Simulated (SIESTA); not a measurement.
Write the native input for SIESTA 5.4.2 that does the following.

```
Task                : single point
Functional          : PBEsol
Potentials or basis : PseudoDojo 0.4 standard (PBEsol files)
Basis               : DZP (energy shift 0.003 Ry; two zetas on semicore shells)
Grid cutoff         : 800 Ry
Energy shift        : 0.003 Ry
k mesh              : 5 × 5 × 5
Occupations         : fermi-dirac, width 0.05 eV
Spin                : no spin polarisation
```

The system is YAl2N3.

```
Y Al N
1.0
     5.09335   -2.89180    0.00000
     5.09335    2.89180    0.00000
     0.00000    0.00000    5.16212
Y Al N
2 4 6
Direct
  0.69242 0.30757 0.96526
  0.30757 0.69242 0.46526
  0.34058 0.01026 0.98975
  0.98974 0.65942 0.98975
  0.65942 0.98974 0.48975
  0.01026 0.34058 0.48975
  0.71016 0.28984 0.43380
  0.28984 0.71016 0.93380
  0.33172 0.05595 0.35472
  0.94405 0.66828 0.35472
  0.66828 0.94405 0.85472
  0.05595 0.33172 0.85472
```

The cell comes from a database or a generator and needn't be the stable form of this composition.

One way to write it, as run:

YAl2N3.fdf

```
SystemName                      YAl2N3
SystemLabel                     YAl2N3
NumberOfSpecies                 3
NumberOfAtoms                   12
%block ChemicalSpeciesLabel
  1  39 Y
  2  13 Al
  3   7 N
%endblock ChemicalSpeciesLabel

LatticeConstant                 1.0 Ang
%block LatticeVectors
     5.0933471948    -2.8918028271     0.0000000000
     5.0933471948     2.8918028271     0.0000000000
     0.0000000000     0.0000000000     5.1621160000
%endblock LatticeVectors
AtomicCoordinatesFormat         Fractional
%block AtomicCoordinatesAndAtomicSpecies
     0.6924250000     0.3075750000     0.9652640000  1  Y
     0.3075750000     0.6924250000     0.4652640000  1  Y
     0.3405810000     0.0102590000     0.9897520000  2  Al
     0.9897410000     0.6594190000     0.9897520000  2  Al
     0.6594190000     0.9897410000     0.4897520000  2  Al
     0.0102590000     0.3405810000     0.4897520000  2  Al
     0.7101630000     0.2898370000     0.4337970000  3  N
     0.2898370000     0.7101630000     0.9337970000  3  N
     0.3317170000     0.0559510000     0.3547180000  3  N
     0.9440490000     0.6682830000     0.3547180000  3  N
     0.6682830000     0.9440490000     0.8547180000  3  N
     0.0559510000     0.3317170000     0.8547180000  3  N
%endblock AtomicCoordinatesAndAtomicSpecies

%block kgrid.MonkhorstPack
    5   0   0  0.0
    0   5   0  0.0
    0   0   5  0.0
%endblock kgrid.MonkhorstPack
XC.Functional                   GGA
XC.Authors                      PBEsol
PAO.BasisSize                   DZP
PAO.EnergyShift                 0.003 Ry
Mesh.Cutoff                     800 Ry
OccupationFunction              FD
ElectronicTemperature           0.05 eV
MaxSCFIterations                120
SCF.MustConverge                false
SCF.Mixer.Method                Pulay
SCF.Mixer.Weight                0.25
SCF.Mixer.History               8
SCF.DM.Tolerance                5.0e-05
SCF.H.Tolerance                 1.0e-03 eV
WriteForces                     true
Charge.Mulliken                 end
Charge.Hirshfeld                end
Charge.Voronoi                  end
SaveRho                         true
SaveElectrostaticPotential      true
%block PAO.Basis
  Y 5
  n=4 0 2
    3.677 0.000
  n=5 0 2
    9.410 0.000
  n=4 1 2
    4.308 0.000
  n=5 1 1
    9.410
  n=4 2 2
    8.311 0.000
%endblock PAO.Basis
```

Potentials or basis: PseudoDojo 0.4 standard (PBEsol files), DZP (energy shift 0.003 Ry; two zetas on semicore shells).

Launch:

```bash
$ siesta YAl2N3.fdf > YAl2N3.out 2>&1
```

It gave:

| Quantity | Value |
| --- | --- |
| Pressure | -2.3 GPa |
| Largest force | 0.090 eV/Å |
| Band gap on the k mesh | 2.13 eV, indirect (least direct gap 2.26 eV) |
| Hirshfeld charges | Y +0.48; Al +0.30; N -0.36 e |
| Voronoi charges | Y +0.49; Al +0.42; N -0.44 e |

Caveat: Mulliken charges of long-ranged orbitals can have an unphysical sign; an odd mesh through Γ misses points on the zone boundary, where band edges often lie; the basis of atomic orbitals isn't converged, which shifts pressures, moduli and gaps.

Run time: 8.3 min on 1 thread of Intel(R) Xeon(R) 6975P-C (Granite Rapids), with other jobs on the host, peak memory 1.2 GiB.
